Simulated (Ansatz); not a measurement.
# Cs: pressure up to the limit of the methods

How does Cs (bcc type) answer strong compression? Methods of the runs shown: PAW. Its runs: cell relaxed at zero pressure (PAW); volume scaled by 1 (PAW); volume scaled by 0.95 (PAW); volume scaled by 0.85 (PAW); volume scaled by 0.75 (PAW); volume scaled by 0.65 (PAW); volume scaled by 0.55 (PAW); volume scaled by 0.45 (PAW); volume scaled by 0.4 (PAW and PAW (cutoff 300 eV)).

Method: DFT, PBEsol, PAW with Ansatz's default frozen-core files, scalar-relativistic, in Ansatz 0.2.0.

## 1. Starting point

Symmetry: Im-3m, No. 229, cubic system. The conventional cell has a = 6.045 Å, b = 6.045 Å, c = 6.045 Å, α = 90.00°, β = 90.00°, γ = 90.00°.

Structure file:

```cif
data_structure
_symmetry_space_group_name_H-M 'Im-3m'
_symmetry_Int_Tables_number 229
_cell_length_a 6.0450
_cell_length_b 6.0450
_cell_length_c 6.0450
_cell_angle_alpha 90.000
_cell_angle_beta 90.000
_cell_angle_gamma 90.000
_cell_volume 220.90
loop_
_atom_site_label
_atom_site_type_symbol
_atom_site_symmetry_multiplicity
_atom_site_Wyckoff_symbol
_atom_site_fract_x
_atom_site_fract_y
_atom_site_fract_z
_atom_site_occupancy
Cs1 Cs 2 a 0.00000 0.00000 0.00000 1
```

The file gives the conventional cell by its symmetry; the runs use the cell typed in the input.

Whether this phase is the stable one at these pressures isn't tested.

## 2. Cell relaxed at zero pressure, PAW

input.yaml reads:

```yaml
crystal:
  lattice:
    - [-3.022497532, 3.022497532, 3.022497532]
    - [3.022497532, -3.022497532, 3.022497532]
    - [3.022497532, 3.022497532, -3.022497532]
  atoms:
    - { symbol: Cs, position: [0.0, 0.0, 0.0] }
kpoints:
  mp_grid: { grid: [9, 9, 9] }
scf:
  occupations: { method: fermi_dirac, width: 0.05 }
hamiltonian:
  xc: pbesol
  pseudopotentials: { kind: paw }
output:
  forces: true
  stress: true
relax:
  f_tol: 0.005
  max_steps: 40
  cell: {}
```

On the command line:

```sh
ansatz run input.yaml --threads 1 --pin off --max-ram 2048MiB --backend cpu --events-out ev --progress --plain --runs-dir out
```

Further steps of the session: Volume scaled by 1, PAW; Volume scaled by 0.95, PAW; Volume scaled by 0.85, PAW; Volume scaled by 0.75, PAW; Volume scaled by 0.65, PAW; Volume scaled by 0.55, PAW; Volume scaled by 0.45, PAW; Volume scaled by 0.4, PAW; Volume scaled by 0.4, PAW (cutoff 300 eV).

Before running it: what results should come out? Wanted: PAW pressure at 0.4 of the volume; fitted bulk modulus at zero pressure.

**Answer**, as computed:

```
                                         quantity    value
                PAW pressure at 0.4 of the volume  5.4 GPa
PAW (cutoff 300 eV) pressure at 0.4 of the volume  5.4 GPa
       fitted bulk modulus at zero pressure (PAW)  1.7 GPa
                          its pressure derivative     3.23
```

In words: At 0.4 of the starting volume PAW gives 5.4 GPa. A third-order Birch-Murnaghan curve fits the range only roughly (B₀ = 1.7 GPa, B′ = 3.23, misfit at most 0.24 GPa). A fit over so wide a range leans to the high pressures, so B₀ can be off by several per cent. No all-electron run checks these rows here, and frozen cores can fail under such compression. The ions are at rest, and the electrons smeared by 0.05 eV. Spin-orbit coupling is left out, though the cell holds Cs; in elements this heavy it can shift bands and gaps by tenths of an eV.
